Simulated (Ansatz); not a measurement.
**CH4GeO: up Jacob's ladder to CCSD(T)**

An exercise on one series of results from a longer session: the logs are not shown, and one member is left open.

Program: Ansatz 0.2.0, Gaussian basis. Level of theory: functionals in def2-TZVPP, the program's frozen cores in correlated methods. These are calculated values, not measurements.

Levels to be run: LDA (SPW92), PBE-D4, revPBE-D4, BLYP-D4, r2SCAN-D4, B97M-V, PBE0-D4, B3LYP-D4, r2SCANh-D4, r2SCAN0-D4, HSE06-D4, BHLYP-D4, CAM-B3LYP-D4, LC-ωPBE, ωB97X-V, ωB97M-V, B2PLYP, PBE-QIDH; CCSD(T)/def2-SVP; CCSD(T)/def2-TZVPP; MP2/def2-QZVPP; extrapolation to the limit; RPA on PBE.

### The relaxed structure

All runs share one geometry, relaxed beforehand with PBE0-D4 in a triple-zeta def2 set.

7 atoms, charge 0, spin multiplicity 1.

Atoms are counted from 1 here; the program's logs count them from 0.

Bond lengths: O1–C2 1.199 Å, C2–Ge3 2.006 Å, C2–H4 1.116 Å, Ge3–H5 1.538 Å, Ge3–H6 1.531 Å, Ge3–H7 1.538 Å. Angles: O1–C2–Ge3 123.0°, O1–C2–H4 119.9°, Ge3–C2–H4 117.1°, C2–Ge3–H5 108.5°, C2–Ge3–H6 109.1°, C2–Ge3–H7 108.4°, H5–Ge3–H6 111.1°, H5–Ge3–H7 108.5°, H6–Ge3–H7 111.1°.

The first run:

File in.yaml:

```yaml
crystal:
  periodic: [false, false, false]
  atoms:
    - {symbol: O, position_ang: [-0.832873, -1.539854, 1.165992]}
    - {symbol: C, position_ang: [-0.418791, -1.113873, 0.124826]}
    - {symbol: Ge, position_ang: [0.298983, 0.747911, -0.084807]}
    - {symbol: H, position_ang: [-0.422155, -1.762987, -0.783070]}
    - {symbol: H, position_ang: [-0.532643, 1.472745, -1.156174]}
    - {symbol: H, position_ang: [0.214790, 1.471668, 1.261997]}
    - {symbol: H, position_ang: [1.753888, 0.656291, -0.574363]}
basis:
  gaussian: {orbitals: def2-TZVPP}
hamiltonian: {xc: lda}
output: {orbitals: {seedname: orbitals}}
```

Started as:

```sh
$ ansatz run in.yaml --threads 2 --pin off --events-out ev --progress --plain --max-ram 4352MiB
```

Among the steps run: LDA; PBE-D4 (GGA); revPBE-D4 (GGA); BLYP-D4 (GGA); r2SCAN-D4 (meta-GGA); B97M-V (meta-GGA); PBE0-D4 (hybrid); B3LYP-D4 (hybrid); r2SCANh-D4 (hybrid); r2SCAN0-D4 (hybrid); HSE06-D4 (hybrid); BHLYP-D4 (hybrid); CAM-B3LYP-D4 (range-separated); LC-ωPBE (range-separated); ωB97X-V (range-separated); ωB97M-V (range-separated); B2PLYP (double hybrid); PBE-QIDH (double hybrid).

One of the session's tables, all rows but one given; the rest of the session is left out.

```
  functional  HOMO (eV)  gap (eV)
 LDA (SPW92)      -5.83      2.89
      PBE-D4      -5.70      3.01
   revPBE-D4      -5.64      3.05
     BLYP-D4      -5.62      3.07
   r2SCAN-D4      -5.96      3.48
      B97M-V      -6.10      3.70
     PBE0-D4          ?         ?
    B3LYP-D4      -6.89      5.12
  r2SCANh-D4      -6.48      4.45
  r2SCAN0-D4      -7.28      5.89
    HSE06-D4      -6.69      4.80
    BHLYP-D4      -8.46      8.21
CAM-B3LYP-D4      -8.47      8.22
     LC-ωPBE      -9.71     10.74
     ωB97X-V      -9.42     10.34
     ωB97M-V      -9.34     10.16
```

Estimate the missing values for PBE0-D4.

The run gave: HOMO (eV): -7.09; gap (eV): 5.59. In the column «HOMO (eV)» it lies between r2SCAN0-D4 (-7.28) and B3LYP-D4 (-6.89).
